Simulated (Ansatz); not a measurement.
# CH₃BOS: vertical ionisation energy

One table from this session's results is given with a row withheld; the runs are named, their logs left out.

The runs use Ansatz 0.2.0, Gaussian basis; unrestricted cation, the program's frozen cores in correlated methods.

Levels to be run: UKS PBE-D4/def2-TZVPP; UKS r2SCAN-D4/def2-TZVPP; UKS PBE0-D4/def2-TZVPP; UKS B3LYP-D4/def2-TZVPP; UKS wB97X-V/def2-TZVPP; UKS wB97M-V/def2-TZVPP; UKS B2PLYP/def2-TZVPP; UHF-CCSD(T)/def2-TZVPP; UHF-MP2/def2-QZVPP; extrapolation to the limit; then −ε(HOMO) from the neutral's earlier runs with LDA (SPW92), PBE-D4, revPBE-D4, BLYP-D4, r2SCAN-D4, B97M-V, PBE0-D4, B3LYP-D4, r2SCANh-D4, r2SCAN0-D4, HSE06-D4, BHLYP-D4, CAM-B3LYP-D4, LC-ωPBE, ωB97X-V, ωB97M-V.

### The relaxed structure

The geometry comes from an earlier relaxation with PBE0-D4 in a triple-zeta def2 set; it is a stationary point, not always the lowest conformer.

SMILES `B1OCS1`, 7 atoms, charge 0, spin multiplicity 1.

Atoms are counted from 1 here; the program's logs count them from 0.

Bond lengths: B1–O2 1.369 Å, B1–S4 1.811 Å, B1–H5 1.188 Å, O2–C3 1.421 Å, C3–S4 1.836 Å, C3–H6 1.090 Å, C3–H7 1.090 Å. Angles: O2–B1–S4 99.3°, O2–B1–H5 126.5°, S4–B1–H5 134.2°, B1–O2–C3 95.5°, O2–C3–S4 96.2°, O2–C3–H6 111.4°, O2–C3–H7 111.4°, S4–C3–H6 112.8°, S4–C3–H7 112.8°, H6–C3–H7 111.5°, B1–S4–C3 69.0°.

The first run:

Contents of in.yaml:

```yaml
crystal:
  periodic: [false, false, false]
  atoms:
    - {symbol: B, position_ang: [-0.978183, 0.435431, -0.473644]}
    - {symbol: O, position_ang: [-0.307774, 0.575827, 0.712112]}
    - {symbol: C, position_ang: [0.743818, -0.321033, 0.381047]}
    - {symbol: S, position_ang: [0.123394, -0.745466, -1.294030]}
    - {symbol: H, position_ang: [-1.988830, 0.977642, -0.782599]}
    - {symbol: H, position_ang: [1.707403, 0.187915, 0.357434]}
    - {symbol: H, position_ang: [0.761470, -1.178316, 1.053979]}
basis:
  gaussian: {orbitals: def2-TZVPP}
total_charge: 1
magnetization: {spin_polarized: true, initial_magnetization: 1}
hamiltonian: {xc: pbe, dispersion: d4}
```

Started as:

```sh
$ ansatz run in.yaml --threads 2 --pin off --events-out ev --progress --plain --max-ram 4352MiB
```

Steps of the session up to this table: Cation, UKS PBE-D4/def2-TZVPP; Cation, UKS r2SCAN-D4/def2-TZVPP; Cation, UKS PBE0-D4/def2-TZVPP; Cation, UKS B3LYP-D4/def2-TZVPP; Cation, UKS wB97X-V/def2-TZVPP; Cation, UKS wB97M-V/def2-TZVPP; Cation, UKS B2PLYP (frozen core)/def2-TZVPP; Cation, UHF-CCSD(T)/def2-TZVPP; Cation, UHF-MP2/def2-QZVPP.

One table of the session follows, with a row left open; its other results are not shown here.

Orbital estimates, from the neutral's runs:

| functional | −ε(HOMO) (eV) |
| --- | --- |
| LDA (SPW92) | 6.61 |
| PBE-D4 | 6.46 |
| revPBE-D4 | 6.41 |
| BLYP-D4 | 6.29 |
| r2SCAN-D4 | 6.72 |
| B97M-V | 6.80 |
| PBE0-D4 | 7.67 |
| B3LYP-D4 | 7.42 |
| r2SCANh-D4 | 7.17 |
| r2SCAN0-D4 | 7.84 |
| HSE06-D4 | 7.27 |
| BHLYP-D4 | 8.72 |
| CAM-B3LYP-D4 | 8.98 |
| LC-ωPBE | 10.39 |
| ωB97X-V | 10.01 |
| ωB97M-V | ? |

**Question.** Estimate the row for ωB97M-V.

As computed: −ε(HOMO) (eV): 9.85. In the column «−ε(HOMO) (eV)» it lies between CAM-B3LYP-D4 (8.98) and ωB97X-V (10.01).
